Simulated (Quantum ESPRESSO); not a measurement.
Crystal: TaO.

```
Ta O
1.0
     3.06611    0.00000    0.00000
    -1.53306    2.65533    0.00000
     0.00000    0.00000    3.85502
Ta O
1 1
Direct
  0.00000 0.00000 0.50000
  0.00000 0.00000 0.00000
```

The cell was built by a generator and needn't be a form met in nature.

```yaml
Program: Quantum ESPRESSO 7.5
Task: Wannier functions
Functional: PBE
Potentials_or_basis: GBRV 1.5 PBE
Cutoff: 762 eV
Density_cutoff: 6095 eV
k_mesh: 8 × 8 × 6
Occupations: fermi-dirac, width 0.05 eV
Spin: no spin polarisation
Mixing_beta: 0.5
Most_SCF_iterations: 120
SCF_threshold: 4e-10 Ry
k_mesh_for_the_Wannier_functions: 6 × 6 × 4
Projections: Ta spd, O sp
```

Start: atomic projections with disentanglement, frozen window up to 1.0 eV over the reference level; the lowest 4 bands are left out. The reference level is the Fermi level, or the middle of the gap.

Q: With atomic projections with disentanglement, how many functions result, how localised are they, and how well do they interpolate the bands?

A: 13 functions with spreads from 0.40 to 1.41 Å², 13.6 Å² in all; they miss the direct bands by 3 meV (root mean square).

Wannier functions:
| function | nearest atom | distance (Å) | spread (Å²) | on-site energy from the reference level (eV) |
| --- | --- | --- | --- | --- |
| 1 | 1 Ta | 0.76 | 1.35 | 6.01 |
| 2 | 1 Ta | 0.85 | 1.39 | 6.97 |
| 3 | 1 Ta | 0.77 | 1.36 | 6.02 |
| 4 | 1 Ta | 0.77 | 1.41 | 6.48 |
| 5 | 1 Ta | 0.00 | 0.91 | 4.88 |
| 6 | 1 Ta | 0.85 | 1.39 | 6.92 |
| 7 | 1 Ta | 0.82 | 1.37 | 6.57 |
| 8 | 1 Ta | 0.77 | 1.41 | 6.41 |
| 9 | 1 Ta | 0.18 | 1.24 | 2.90 |
| 10 | 2 O | 0.29 | 0.46 | -5.80 |
| 11 | 2 O | 0.30 | 0.40 | -5.07 |
| 12 | 2 O | 0.29 | 0.46 | -5.79 |
| 13 | 2 O | 0.29 | 0.46 | -5.78 |

Parts of the spread (Å²): invariant 11.05, diagonal 0.014, off-diagonal 2.55, total 13.61. Against the direct bands the interpolation misses by 3 meV (root mean square) and 26 meV at most, for states up to 1 eV over the reference level.

Caveat: spin-orbit coupling is left out, which moves the levels of the heavy elements; the Wannier minimisation didn't converge; an odd number of electrons without spin polarisation forces a metal; a magnetic or distorted state may lie lower.
